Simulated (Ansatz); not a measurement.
**CH₅AlBrGa: ionisation energy by level of theory**

An exercise on one series of results from a longer session: the logs are not shown, and one member is left open.

Method: unrestricted cation, the program's frozen cores in correlated methods; program: Ansatz 0.2.0, Gaussian basis.

The runs, in order: UKS PBE-D4/def2-TZVPP; UKS r2SCAN-D4/def2-TZVPP; UKS PBE0-D4/def2-TZVPP; UKS B3LYP-D4/def2-TZVPP; UKS wB97X-V/def2-TZVPP; UKS wB97M-V/def2-TZVPP; UKS B2PLYP/def2-TZVPP; UHF-CCSD(T)/def2-TZVPP; UHF-MP2/def2-QZVPP; extrapolation to the limit; then −ε(HOMO) from the neutral's earlier runs with LDA (SPW92), PBE-D4, revPBE-D4, BLYP-D4, r2SCAN-D4, B97M-V, PBE0-D4, B3LYP-D4, r2SCANh-D4, r2SCAN0-D4, HSE06-D4, BHLYP-D4, CAM-B3LYP-D4, LC-ωPBE, ωB97X-V, ωB97M-V.

## Structure used throughout

All runs share one geometry, relaxed beforehand with PBE0-D4 in a triple-zeta def2 set.

9 atoms, charge 0, spin multiplicity 1.

Atoms are counted from 1 here; the program's logs count them from 0.

Bond lengths: C1–Al2 1.947 Å, C1–H5 1.095 Å, C1–H6 1.093 Å, C1–H7 1.095 Å, Al2–Ga3 2.510 Å, Al2–Br4 2.286 Å, Ga3–H8 1.578 Å, Ga3–H9 1.578 Å. Angles: Al2–C1–H5 110.2°, Al2–C1–H6 113.0°, Al2–C1–H7 110.2°, H5–C1–H6 108.3°, H5–C1–H7 106.8°, H6–C1–H7 108.2°, C1–Al2–Ga3 132.1°, C1–Al2–Br4 115.6°, Ga3–Al2–Br4 112.3°, Al2–Ga3–H8 122.2°, Al2–Ga3–H9 122.2°, H8–Ga3–H9 115.6°.

Set-up of the first run:

The input, in.yaml:

```yaml
crystal:
  periodic: [false, false, false]
  atoms:
    - {symbol: C, position_ang: [-0.208002, 1.606076, -0.843132]}
    - {symbol: Al, position_ang: [-0.289569, -0.283235, -0.381412]}
    - {symbol: Ga, position_ang: [0.646952, -1.584048, 1.550500]}
    - {symbol: Br, position_ang: [-1.444455, -1.609602, -1.842178]}
    - {symbol: H, position_ang: [-1.218651, 2.018393, -0.927184]}
    - {symbol: H, position_ang: [0.344638, 2.200746, -0.111920]}
    - {symbol: H, position_ang: [0.268807, 1.735327, -1.820160]}
    - {symbol: H, position_ang: [2.069956, -2.263215, 1.495862]}
    - {symbol: H, position_ang: [-0.169675, -1.820442, 2.879634]}
basis:
  gaussian: {orbitals: def2-TZVPP}
total_charge: 1
magnetization: {spin_polarized: true, initial_magnetization: 1}
hamiltonian: {xc: pbe, dispersion: d4}
```

Command:

```console
$ ansatz run in.yaml --threads 2 --pin off --events-out ev --progress --plain --max-ram 22528MiB --backend cpu
```

Steps of the session up to this table: Cation, UKS PBE-D4/def2-TZVPP; Cation, UKS r2SCAN-D4/def2-TZVPP; Cation, UKS PBE0-D4/def2-TZVPP; Cation, UKS B3LYP-D4/def2-TZVPP; Cation, UKS wB97X-V/def2-TZVPP; Cation, UKS wB97M-V/def2-TZVPP; Cation, UKS B2PLYP (frozen core)/def2-TZVPP; Cation, UHF-CCSD(T)/def2-TZVPP; Cation, UHF-MP2/def2-QZVPP.

One of the session's tables, all rows but one given; the rest of the session is left out.

It belongs to the step «Ionisation energies side by side». Orbital estimates, from the neutral's runs:

| functional | −ε(HOMO) (eV) |
| --- | --- |
| LDA (SPW92) | 6.07 |
| PBE-D4 | 5.95 |
| revPBE-D4 | 5.90 |
| BLYP-D4 | 5.81 |
| r2SCAN-D4 | 6.19 |
| B97M-V | 6.25 |
| PBE0-D4 | 6.99 |
| B3LYP-D4 | 6.80 |
| r2SCANh-D4 | 6.57 |
| r2SCAN0-D4 | 7.14 |
| HSE06-D4 | 6.60 |
| BHLYP-D4 | 7.92 |
| CAM-B3LYP-D4 | ? |
| LC-ωPBE | 9.48 |
| ωB97X-V | 9.16 |
| ωB97M-V | 8.95 |

Q: Estimate the row for CAM-B3LYP-D4 from the others.

The run gave: −ε(HOMO) (eV): 8.21. In the column «−ε(HOMO) (eV)» it lies between BHLYP-D4 (7.92) and ωB97M-V (8.95).
